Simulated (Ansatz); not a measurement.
# NbP: the cost of one run

Computed with Ansatz 0.2.0 (DFT PBE, scalar-relativistic, plane waves, PAW, unless a step's input says otherwise).

1 further run of the same task is left out (set aside as unsound or not needed).

## (1) The starting structure

The structure is tetragonal, space group I4_1md (No. 109). Conventional cell: a = 3.347 Å, b = 3.347 Å, c = 11.428 Å, α = 90.00°, β = 90.00°, γ = 90.00°. Nb (site symmetry 2mm) has 6 P at 2.54 to 2.55 Å as nearest neighbours. Around P (site symmetry 2mm) lie 6 Nb at 2.54 to 2.55 Å.

As a file:

```xyz
4
Lattice="-1.6735 1.6735 5.7140 1.6735 -1.6735 5.7140 1.6735 1.6735 -5.7140" Properties=species:S:1:pos:R:3 pbc="T T T"
Nb    0.0000    0.0000    8.5714
Nb    1.6735    0.0000    5.7144
P     0.0000    0.0000    3.8009
P     1.6735    0.0000    0.9439
```

It goes back to an entry of the Materials Project.

It is the result of an earlier relaxation at this level (volume 16.00 Å³/atom; gap on the mesh: none (metal)).

## (2) Bands, states and charges

The input, input.yaml:

```yaml
crystal:
  lattice:
    - [-1.6735233655, 1.6735233655, 5.7139826247]
    - [1.6735233655, -1.6735233655, 5.7139826247]
    - [1.6735233655, 1.6735233655, -5.7139826247]
  atoms:
    - { symbol: Nb, position: [0.7500346791, 0.7500346791, 0.0] }
    - { symbol: Nb, position: [0.5000346791, 1.0000346791, 0.5] }
    - { symbol: P, position: [0.3325938959, 0.3325938959, 0.0] }
    - { symbol: P, position: [0.0825938959, 0.5825938959, 0.5] }
basis:
  ecutwfc: 420
kpoints:
  mp_grid: { grid: [18, 18, 18] }
  band_path:
    path:
      - [[0.0, 0.0, 0.0], [0.0, 0.0, 0.5], [0.25, 0.25, 0.25], [0.0, 0.5, 0.0], [0.0, 0.0, 0.0], [0.5, 0.5, -0.5], [0.27144498, 0.72855502, -0.27144498]]
      - [[-0.27144498, 0.27144498, 0.27144498], [0.0, 0.0, 0.0]]
      - [[0.0, 0.0, 0.5], [-0.04288997, 0.04288997, 0.5]]
      - [[0.5, 0.5, -0.04288997], [0.5, 0.5, -0.5]]
    npoints: 14
hamiltonian:
  xc: pbe
scf:
  occupations: { method: gaussian, width: 0.1 }
  n_extra_bands: 10
output:
  forces: true
  stress: true
  eigenvalues: true
  populations: true
  dos: { projected: true, de: 0.02, nscf_kmesh: { grid: [27, 27, 27] } }
  bader: true
  write_density: true
  write_potential: true
  elf: true
  volumetric_format: npy
```

Run with:

```console
$ ansatz run input.yaml --threads 2 --pin off --max-ram 5120MiB --backend cpu --events-out ev --progress --plain --runs-dir out
```

Q: Estimate wall time and peak memory on 2 threads of Intel Xeon Platinum 8259CL at 2.50GHz (Skylake/Cascade Lake), shared host.

About 2.6 min, with a peak of 1.6 GiB.
